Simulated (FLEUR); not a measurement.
**GdO: single point with PBEsol+U**

The system is GdO.

```xyz
2
Lattice="0.0000 2.7000 2.7000 2.7000 0.0000 2.7000 2.7000 2.7000 0.0000" Properties=species:S:1:pos:R:3 pbc="T T T"
Gd    0.0000    0.0000    0.0000
O     4.0500    4.0500    4.0500
```

| Quantity | Value |
| --- | --- |
| Program | FLEUR MaX-R8.1 (later development tree) |
| Task | single point |
| Functional | PBEsol |
| Potentials or basis | all-electron |
| Basis | FLAPW |
| Kmax | 4.5 1/bohr |
| k mesh | 7 × 7 × 7 |
| Occupations | fermi-dirac, width 0.05 eV |
| Spin | collinear spin, ferromagnetic start |
| Starting moments | [7.0, 0.0] μB |
| Hubbard terms | Gd f U = 6 eV |
| Gmax | 14 1/bohr |
| Muffin-tin radii | Gd 2.46, O 1.6 bohr |
| lmax | Gd 10, O 8 |
| lnonsphr | Gd 10, O 8 |
| Local orbitals a species | Gd 4, O 3 |
| Max iterations | 100 |
| Mixing factor | 0.05 |
| Mixer | Anderson |
| Mixer history | 50 |
| Density convergence | 0.0002 me/bohr^3 |

```json
{
 "Band gap on the k mesh": "none (metal or under the smearing width)",
 "Net moment": "7.91 μB per cell",
 "Site moments": "Gd +7.22; O -0.00 μB",
 "Valence electrons inside the program's atomic spheres": "Gd 15.32; O 5.12 (radii Gd 2.46, O 1.6 bohr)"
}
```

Levels at points of the mesh, in eV from the Fermi level:
Spin up:
```csv
k point,band 12,band 13,band 14,band 15,band 16,band 17,band 18,band 19
"(0.00, 0.00, 0.00)",-8.33,-5.70,-5.70,-5.70,-2.50,2.30,2.30,4.28
```
Spin down:
```
           k point  band 4  band 5  band 6  band 7  band 8  band 9  band 10  band 11  band 12  band 13
(0.00, 0.00, 0.00)  -20.71  -19.26   -5.55   -5.55   -5.55   -1.17     2.60     2.60     2.60     2.89
```

Eigenvalues of the final occupation matrices:
```tsv
site	spin	trace	eigenvalues
atom type 1	1	6.95	0.99 0.99 0.99 0.99 0.99 0.99 1.00
atom type 1	2	0.03	0.00 0.00 0.00 0.00 0.00 0.00 0.01
```

Core levels (eV from the Fermi level):
| atom | levels |
| --- | --- |
| 1 Gd | 1s1/2 -50025.3, 2s1/2 -8250.9, 2p1/2 -7834.6, 2p3/2 -7139.1, 3s1/2 -1825.3, 3p1/2 -1644.8, 3p3/2 -1502.3, 4s1/2 -365.2, 3d3/2 -1190.4, 3d5/2 -1159.4, 4p1/2 -295.0, 4p3/2 -263.2, 4d3/2 -147.6, 4d5/2 -141.8 |
| 2 O | 1s1/2 -505.4 |

Run time: 110 s on 1 thread of Arm Neoverse V1, with other jobs on the host, peak memory 0.09 GiB.

Caveat: spin-orbit coupling is left out, which moves the levels of the heavy elements; a cell with one magnetic atom can't hold antiferromagnetic order, which such compounds often take. The state reached can hang on the start; a lower one may exist.
